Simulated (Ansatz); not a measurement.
**AuH₄NS: basis-set convergence**

The task here is to estimate one member of a computed series from the others.

The runs use Ansatz 0.2.0, Gaussian basis; one geometry, several basis sets.

Levels to be run: PBE0-D4/def2-SVP; ωB97M-V/def2-SVP; PBE0-D4/def2-QZVPP; ωB97M-V/def2-QZVPP; the functionals' def2-TZVPP values are taken from earlier runs.

## The geometry

All runs share one geometry, relaxed beforehand with PBE0-D4 in a triple-zeta def2 set. Au takes the def2 core potential; no spin-orbit term is included.

SMILES `[NH3+][Au-][SH]`, 7 atoms, charge 0, spin multiplicity 1.

Atoms are counted from 1 here; the program's logs count them from 0.

Bond lengths: N1–Au2 2.126 Å, N1–H4 1.014 Å, N1–H5 1.014 Å, N1–H6 1.014 Å, Au2–S3 2.250 Å, S3–H7 1.345 Å. Angles: Au2–N1–H4 111.2°, Au2–N1–H5 110.6°, Au2–N1–H6 110.9°, H4–N1–H5 108.0°, H4–N1–H6 108.1°, H5–N1–H6 107.9°, N1–Au2–S3 178.3°, Au2–S3–H7 96.7°.

The first run:

File in.yaml:

```yaml
crystal:
  periodic: [false, false, false]
  atoms:
    - {symbol: N, position_ang: [-1.042852, 0.650381, -0.730071]}
    - {symbol: Au, position_ang: [0.342966, -0.357314, 0.528642]}
    - {symbol: S, position_ang: [1.762995, -1.428296, 1.906519]}
    - {symbol: H, position_ang: [-1.756407, 0.015908, -1.071857]}
    - {symbol: H, position_ang: [-0.569475, 1.051025, -1.532644]}
    - {symbol: H, position_ang: [-1.503265, 1.403919, -0.231188]}
    - {symbol: H, position_ang: [2.827339, -1.403722, 1.084798]}
basis:
  gaussian: {orbitals: def2-SVP}
hamiltonian: {xc: pbe0, dispersion: d4}
output: {orbitals: {seedname: orbitals}}
```

On the command line:

```bash
ansatz run in.yaml --threads 2 --pin off --events-out ev --progress --plain --max-ram 32768MiB --backend cpu
```

Among the steps run: PBE0-D4 in def2-SVP; ωB97M-V in def2-SVP; PBE0-D4 in def2-QZVPP; ωB97M-V in def2-QZVPP.

One table of the session follows, with a row left open; its other results are not shown here.

It belongs to the step «Functionals by basis». 

| functional | basis | HOMO (eV) |
| --- | --- | --- |
| PBE0-D4 | def2-SVP | -5.49 |
| PBE0-D4 | def2-TZVPP | -5.65 |
| PBE0-D4 | def2-QZVPP | ? |
| ωB97M-V | def2-SVP | -7.61 |
| ωB97M-V | def2-TZVPP | -7.79 |
| ωB97M-V | def2-QZVPP | -7.85 |

**Question.** Estimate the row for PBE0-D4, def2-QZVPP.

The run gave: HOMO (eV): -5.70. In the column «HOMO (eV)» it lies between ωB97M-V, def2-SVP (-7.61) and PBE0-D4, def2-TZVPP (-5.65).
